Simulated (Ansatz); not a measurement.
**FGeH3O2: taking an electron away**

An exercise on one series of results from a longer session: the logs are not shown, and one member is left open.

The runs use Ansatz 0.2.0, Gaussian basis; unrestricted cation, the program's frozen cores in correlated methods.

The runs, in order: UKS PBE-D4/def2-TZVPP; UKS r2SCAN-D4/def2-TZVPP; UKS PBE0-D4/def2-TZVPP; UKS B3LYP-D4/def2-TZVPP; UKS wB97X-V/def2-TZVPP; UKS wB97M-V/def2-TZVPP; UKS B2PLYP/def2-TZVPP; UHF-CCSD(T)/def2-TZVPP; UHF-MP2/def2-QZVPP; extrapolation to the limit; then −ε(HOMO) from the neutral's earlier runs with LDA (SPW92), PBE-D4, revPBE-D4, BLYP-D4, r2SCAN-D4, B97M-V, PBE0-D4, B3LYP-D4, r2SCANh-D4, r2SCAN0-D4, HSE06-D4, BHLYP-D4, CAM-B3LYP-D4, LC-ωPBE, ωB97X-V, ωB97M-V.

## The geometry

All runs share one geometry, relaxed beforehand with PBE0-D4 in a triple-zeta def2 set.

SMILES `[OH][GeH]([OH])[F]`, 7 atoms, charge 0, spin multiplicity 1.

Atoms are counted from 1 here; the program's logs count them from 0.

Bond lengths: O1–Ge2 1.758 Å, O1–H5 0.961 Å, Ge2–O3 1.748 Å, Ge2–F4 1.736 Å, Ge2–H6 1.522 Å, O3–H7 0.961 Å. Angles: Ge2–O1–H5 112.4°, O1–Ge2–O3 108.4°, O1–Ge2–F4 104.7°, O1–Ge2–H6 116.0°, O3–Ge2–F4 110.1°, O3–Ge2–H6 108.9°, F4–Ge2–H6 108.5°, Ge2–O3–H7 112.8°.

The first run:

Input file in.yaml:

```yaml
crystal:
  periodic: [false, false, false]
  atoms:
    - {symbol: O, position_ang: [-0.352859, 1.140346, -0.859305]}
    - {symbol: Ge, position_ang: [-0.107514, -0.026789, 0.432380]}
    - {symbol: O, position_ang: [1.518225, -0.656049, 0.307557]}
    - {symbol: F, position_ang: [-1.260287, -1.284458, 0.113190]}
    - {symbol: H, position_ang: [-1.209247, 1.041805, -1.283922]}
    - {symbol: H, position_ang: [-0.331411, 0.485846, 1.847486]}
    - {symbol: H, position_ang: [1.804393, -0.768701, -0.603087]}
basis:
  gaussian: {orbitals: def2-TZVPP}
total_charge: 1
magnetization: {spin_polarized: true, initial_magnetization: 1}
hamiltonian: {xc: pbe, dispersion: d4}
```

Run with:

```sh
$ ansatz run in.yaml --threads 2 --pin off --events-out ev --progress --plain --max-ram 32768MiB --backend cpu
```

Steps of the session up to this table: Cation, UKS PBE-D4/def2-TZVPP; Cation, UKS r2SCAN-D4/def2-TZVPP; Cation, UKS PBE0-D4/def2-TZVPP; Cation, UKS B3LYP-D4/def2-TZVPP; Cation, UKS wB97X-V/def2-TZVPP; Cation, UKS wB97M-V/def2-TZVPP; Cation, UKS B2PLYP (frozen core)/def2-TZVPP; Cation, UHF-CCSD(T)/def2-TZVPP; Cation, UHF-MP2/def2-QZVPP.

One table of the session follows, with a row left open; its other results are not shown here.

Orbital estimates, from the neutral's runs:

```
  functional  −ε(HOMO) (eV)
 LDA (SPW92)           7.87
      PBE-D4           7.66
   revPBE-D4           7.59
     BLYP-D4           7.58
   r2SCAN-D4           8.08
      B97M-V           8.17
     PBE0-D4           9.41
    B3LYP-D4           9.14
  r2SCANh-D4           8.73
  r2SCAN0-D4           9.70
    HSE06-D4           8.99
    BHLYP-D4              ?
CAM-B3LYP-D4          10.92
     LC-ωPBE          12.29
     ωB97X-V          11.93
     ωB97M-V          11.84
```

Q: Estimate the row for BHLYP-D4 from the others.

Worked estimate for «−ε(HOMO) (eV)». Against the share of exact exchange, BLYP-D4 (0, 7.58), B3LYP-D4 (0.2, 9.14) give a slope of 7.80 per unit share; at 0.5 the line stands at 11.48.

As computed: −ε(HOMO) (eV): 11.08. In «−ε(HOMO) (eV)» the line misses by +0.40.
